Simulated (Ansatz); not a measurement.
# ClHOSn: a ladder of functionals and wavefunction methods

An exercise on one series of results from a longer session: the logs are not shown, and one member is left open.

The runs use Ansatz 0.2.0, Gaussian basis; functionals in def2-TZVPP, the program's frozen cores in correlated methods.

The runs, in order: LDA (SPW92), PBE-D4, revPBE-D4, BLYP-D4, r2SCAN-D4, B97M-V, PBE0-D4, B3LYP-D4, r2SCANh-D4, r2SCAN0-D4, HSE06-D4, BHLYP-D4, CAM-B3LYP-D4, LC-ωPBE, ωB97X-V, ωB97M-V, B2PLYP, PBE-QIDH; CCSD(T)/def2-SVP; CCSD(T)/def2-TZVPP; CCSD(T)/def2-QZVPP; extrapolation to the limit; RPA on PBE.

### The geometry

All runs share one geometry, relaxed beforehand with PBE0-D4 in a triple-zeta def2 set. Sn takes the def2 core potential; no spin-orbit term is included.

SMILES `[OH][Sn][Cl]`, 4 atoms, charge 0, spin multiplicity 1.

Atoms are counted from 1 here; the program's logs count them from 0.

Bond lengths: O1–Sn2 1.974 Å, O1–H4 0.961 Å, Sn2–Cl3 2.361 Å. Angles: Sn2–O1–H4 114.9°, O1–Sn2–Cl3 94.3°.

Set-up of the first run:

Input file in.yaml:

```yaml
crystal:
  periodic: [false, false, false]
  atoms:
    - {symbol: O, position_ang: [-0.412691, 0.565476, -0.700561]}
    - {symbol: Sn, position_ang: [-0.288162, -0.630260, 0.864718]}
    - {symbol: Cl, position_ang: [2.059846, -0.846819, 0.738027]}
    - {symbol: H, position_ang: [-1.303393, 0.851304, -0.922483]}
basis:
  gaussian: {orbitals: def2-TZVPP}
hamiltonian: {xc: lda}
output: {orbitals: {seedname: orbitals}}
```

Command:

```
$ ansatz run in.yaml --threads 4 --pin off --events-out ev --progress --plain --max-ram 10444MiB
```

Steps of the session up to this table: LDA; PBE-D4 (GGA); revPBE-D4 (GGA); BLYP-D4 (GGA); r2SCAN-D4 (meta-GGA); B97M-V (meta-GGA); B3LYP-D4 (hybrid); r2SCANh-D4 (hybrid); r2SCAN0-D4 (hybrid); HSE06-D4 (hybrid); BHLYP-D4 (hybrid); CAM-B3LYP-D4 (range-separated); LC-ωPBE (range-separated); ωB97X-V (range-separated); ωB97M-V (range-separated); B2PLYP (double hybrid); PBE-QIDH (double hybrid).

One of the session's tables, all rows but one given; the rest of the session is left out.

It belongs to the step «Orbital energies across the functionals». 

| functional | HOMO (eV) | LUMO (eV) | gap (eV) |
| --- | --- | --- | --- |
| LDA (SPW92) | -6.71 | -3.43 | 3.28 |
| PBE-D4 | -6.49 | -3.17 | 3.32 |
| revPBE-D4 | -6.42 | -3.07 | 3.34 |
| BLYP-D4 | -6.38 | -3.11 | 3.27 |
| r2SCAN-D4 | -6.79 | -3.12 | 3.67 |
| B97M-V | -6.67 | -3.12 | 3.55 |
| PBE0-D4 | -7.63 | -2.52 | 5.11 |
| B3LYP-D4 | ? | ? | ? |
| r2SCANh-D4 | -7.21 | -2.87 | 4.35 |
| r2SCAN0-D4 | -7.84 | -2.49 | 5.35 |
| HSE06-D4 | -7.23 | -2.88 | 4.36 |
| BHLYP-D4 | -8.65 | -1.84 | 6.81 |
| CAM-B3LYP-D4 | -8.91 | -1.62 | 7.29 |
| LC-ωPBE | -10.10 | -0.53 | 9.57 |
| ωB97X-V | -9.80 | -0.62 | 9.19 |
| ωB97M-V | -9.73 | -0.76 | 8.97 |

Q: Estimate the row for B3LYP-D4 from the others.

Worked estimate for «HOMO (eV)». Against the share of exact exchange, BLYP-D4 (0, -6.38), BHLYP-D4 (0.5, -8.65) give a slope of -4.54 per unit share; at 0.2 the line stands at -7.29.

**Answer.** HOMO (eV): -7.46; LUMO (eV): -2.75; gap (eV): 4.70. In «HOMO (eV)» the line misses by +0.17.
